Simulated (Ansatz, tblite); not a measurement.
**Al7P7 zinc blende off sphere (Al₇P₇H₂₀): a ladder of methods and basis sets**

The task here is to estimate one member of a computed series from the others.

The runs use Ansatz 0.2.0, Gaussian basis; as each input shows.

Plan: GFN1-xTB, GFN2-xTB, PBE-D4/def2-TZVP, r2SCAN-D4/def2-TZVP, PBE-D4/def2-SVP, PBE0-D4/def2-SVP.

1 further run of the same task is left out (set aside as unsound or not needed).

**The relaxed structure**

The singlet was relaxed beforehand with PBE-D4/def2-SVP.

34 atoms, charge 0, spin multiplicity 1.

Bond lengths: Al1–P9 2.478 Å, Al1–P10 2.413 Å, Al1–H15 1.606 Å, Al1–H16 1.606 Å, Al2–P8 2.404 Å, Al2–P11 2.404 Å, Al2–P12 2.404 Å, Al2–H17 1.594 Å, Al3–P9 2.371 Å, Al3–P11 2.464 Å, Al3–P13 2.371 Å, Al3–H18 1.594 Å, Al4–P8 2.464 Å, Al4–P9 2.371 Å, Al4–P14 2.371 Å, Al4–H19 1.594 Å, Al5–P10 2.413 Å, Al5–P14 2.478 Å and more. Angles: P9–Al1–P10 96.7°, P9–Al1–H15 105.1°, P9–Al1–H16 105.2°, P10–Al1–H15 111.8°, P10–Al1–H16 111.8°, H15–Al1–H16 122.3°, P8–Al2–P11 100.3°, P8–Al2–P12 100.3°, P8–Al2–H17 117.6°, P11–Al2–P12 100.2°, P11–Al2–H17 117.6°, P12–Al2–H17 117.6°, P9–Al3–P11 104.7°, P9–Al3–P13 104.0°, P9–Al3–H18 118.3°, P11–Al3–P13 104.6°, P11–Al3–H18 105.5°, P13–Al3–H18 118.3° and more.

PBE0-D4/def2-TZVP was run before; its log isn't repeated, and its numbers join the tables.

The first run:

Tight binding, by tblite at 300 K electronic temperature and without a spin-polarisation term:

```python
tblite.interface.Calculator('GFN1-xTB', numbers, positions, charge=0, uhf=0).singlepoint()
```

Tight binding, by tblite at 300 K electronic temperature and without a spin-polarisation term:

```python
tblite.interface.Calculator('GFN2-xTB', numbers, positions, charge=0, uhf=0).singlepoint()
```

start.molden holds the orbitals of an earlier run on this state, given as this run's starting guess.

The input, in.yaml:

```yaml
crystal:
  periodic: [false, false, false]
  atoms:
    - {symbol: Al, position_ang: [0.720361, -3.618509, 0.719614]}
    - {symbol: Al, position_ang: [-2.211121, 2.214811, -2.209459]}
    - {symbol: Al, position_ang: [0.803816, -0.809606, -2.071846]}
    - {symbol: Al, position_ang: [-2.073289, -0.806947, 0.809190]}
    - {symbol: Al, position_ang: [0.723297, -0.726008, 3.616315]}
    - {symbol: Al, position_ang: [0.809344, 2.068815, 0.808900]}
    - {symbol: Al, position_ang: [3.617752, -0.722460, 0.719133]}
    - {symbol: P, position_ang: [-3.308559, 0.703532, -0.696231]}
    - {symbol: P, position_ang: [-0.622734, -2.022738, -0.618223]}
    - {symbol: P, position_ang: [1.965374, -1.966551, 1.961290]}
    - {symbol: P, position_ang: [-0.700420, 0.701481, -3.307574]}
    - {symbol: P, position_ang: [-0.695748, 3.308862, -0.697857]}
    - {symbol: P, position_ang: [2.020774, 0.616614, -0.620856]}
    - {symbol: P, position_ang: [-0.618038, 0.617079, 2.023493]}
    - {symbol: H, position_ang: [1.644003, -4.385862, -0.346451]}
    - {symbol: H, position_ang: [-0.341074, -4.387191, 1.647421]}
    - {symbol: H, position_ang: [-3.131163, 3.136657, -3.128907]}
    - {symbol: H, position_ang: [1.607764, -1.616467, -3.186483]}
    - {symbol: H, position_ang: [-3.188584, -1.611245, 1.614802]}
    - {symbol: H, position_ang: [-0.339850, -1.653235, 4.383365]}
    - {symbol: H, position_ang: [1.649469, 0.336420, 4.385615]}
    - {symbol: H, position_ang: [1.617326, 3.181139, 1.614901]}
    - {symbol: H, position_ang: [4.387572, -1.647530, -0.343825]}
    - {symbol: H, position_ang: [4.383917, 0.341986, 1.645644]}
    - {symbol: H, position_ang: [-4.253035, -0.029584, -1.484663]}
    - {symbol: H, position_ang: [-4.246687, 1.495017, 0.041732]}
    - {symbol: H, position_ang: [-1.469779, -2.810814, -1.463899]}
    - {symbol: H, position_ang: [2.795088, -2.796770, 2.789537]}
    - {symbol: H, position_ang: [-1.489784, -0.030611, -4.252044]}
    - {symbol: H, position_ang: [0.038489, 1.492098, -4.245674]}
    - {symbol: H, position_ang: [0.043051, 4.246788, -1.488772]}
    - {symbol: H, position_ang: [-1.482331, 4.253665, 0.036788]}
    - {symbol: H, position_ang: [2.807296, 1.463434, -1.468239]}
    - {symbol: H, position_ang: [-1.462507, 1.463742, 2.813274]}
basis:
  gaussian: {orbitals: def2-TZVP, fitting: {mean_field: def2-universal-jkfit}, initial_orbitals: start.molden}
hamiltonian: {xc: pbe, dispersion: d4}
scf: {omitted_lower_state_checks: [starts]}
output: {orbitals: {seedname: orbitals}}
```

Launch:

```bash
ansatz run in.yaml --threads 2 --pin off --events-out ev --progress --plain --max-ram 32768MiB --backend cuda --devices 0, --max-vram 18GiB
```

Among the steps run: PBE-D4/def2-TZVP; r2SCAN-D4/def2-TZVP; PBE-D4/def2-SVP; PBE0-D4/def2-SVP.

One table of the session follows, with a row left open; its other results are not shown here.

It belongs to the step «Binding energy». 

```
              level  binding an atom (eV)
    PBE-D4/def2-SVP                 2.906
   PBE-D4/def2-TZVP                     ?
r2SCAN-D4/def2-TZVP                 2.914
   PBE0-D4/def2-SVP                 2.898
  PBE0-D4/def2-TZVP                 2.889
```

Q: Estimate the row for PBE-D4/def2-TZVP from the others.

The run gave: binding an atom (eV): 2.894. In the column «binding an atom (eV)» it lies between PBE0-D4/def2-TZVP (2.889) and PBE0-D4/def2-SVP (2.898).

Caveats from the session: Free atoms were run apart at each level; binding is atoms less cluster, divided by the number of atoms, without zero-point or spin-orbit terms.
